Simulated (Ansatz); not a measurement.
# BrH₆NSi₂: how energies converge with the basis set

The task here is to estimate one member of a computed series from the others.

Method: one geometry, several basis sets; program: Ansatz 0.2.0, Gaussian basis.

Plan: PBE0-D4/def2-SVP; ωB97M-V/def2-SVP; PBE0-D4/def2-QZVPP; ωB97M-V/def2-QZVPP; the functionals' def2-TZVPP values are taken from earlier runs.

## The relaxed structure

All runs share one geometry, relaxed beforehand with PBE0-D4 in a triple-zeta def2 set.

SMILES `N[SiH]([SiH3])Br`, 10 atoms, charge 0, spin multiplicity 1.

Atoms are counted from 1 here; the program's logs count them from 0.

Bond lengths: N1–Si2 1.707 Å, N1–H5 1.008 Å, N1–H6 1.008 Å, Si2–Si3 2.335 Å, Si2–Br4 2.256 Å, Si2–H7 1.482 Å, Si3–H8 1.485 Å, Si3–H9 1.488 Å, Si3–H10 1.488 Å. Angles: Si2–N1–H5 120.2°, Si2–N1–H6 119.9°, H5–N1–H6 110.9°, N1–Si2–Si3 110.0°, N1–Si2–Br4 114.6°, N1–Si2–H7 107.3°, Si3–Si2–Br4 105.4°, Si3–Si2–H7 114.9°, Br4–Si2–H7 104.8°, Si2–Si3–H8 109.8°, Si2–Si3–H9 108.5°, Si2–Si3–H10 110.9°, H8–Si3–H9 109.2°, H8–Si3–H10 109.4°, H9–Si3–H10 108.9°.

The first run:

in.yaml reads:

```yaml
crystal:
  periodic: [false, false, false]
  atoms:
    - {symbol: N, position_ang: [-0.486369, 1.721578, 0.103997]}
    - {symbol: Si, position_ang: [-0.488508, 0.105561, 0.652633]}
    - {symbol: Si, position_ang: [1.071060, -1.148338, -0.550846]}
    - {symbol: Br, position_ang: [-2.453904, -0.971670, 0.391630]}
    - {symbol: H, position_ang: [-0.524113, 1.921234, -0.883133]}
    - {symbol: H, position_ang: [-0.965545, 2.433061, 0.633970]}
    - {symbol: H, position_ang: [-0.265753, 0.138111, 2.117458]}
    - {symbol: H, position_ang: [0.972424, -2.578726, -0.163682]}
    - {symbol: H, position_ang: [0.770189, -1.010897, -2.001992]}
    - {symbol: H, position_ang: [2.453618, -0.660914, -0.297037]}
basis:
  gaussian: {orbitals: def2-SVP}
hamiltonian: {xc: pbe0, dispersion: d4}
output: {orbitals: {seedname: orbitals}}
```

Among the steps run: PBE0-D4 in def2-SVP; ωB97M-V in def2-SVP; PBE0-D4 in def2-QZVPP; ωB97M-V in def2-QZVPP.

One table of the session follows, with a row left open; its other results are not shown here.

| functional | basis | HOMO (eV) | LUMO (eV) |
| --- | --- | --- | --- |
| PBE0-D4 | def2-SVP | ? | ? |
| PBE0-D4 | def2-TZVPP | -7.74 | -0.29 |
| PBE0-D4 | def2-QZVPP | -7.76 | -0.41 |
| ωB97M-V | def2-SVP | -9.69 | 1.93 |
| ωB97M-V | def2-TZVPP | -9.83 | 1.38 |
| ωB97M-V | def2-QZVPP | -9.85 | 1.10 |

Q: Estimate the row for PBE0-D4, def2-SVP from the others.

As computed: HOMO (eV): -7.62; LUMO (eV): 0.08. In the column «HOMO (eV)» it is the highest.
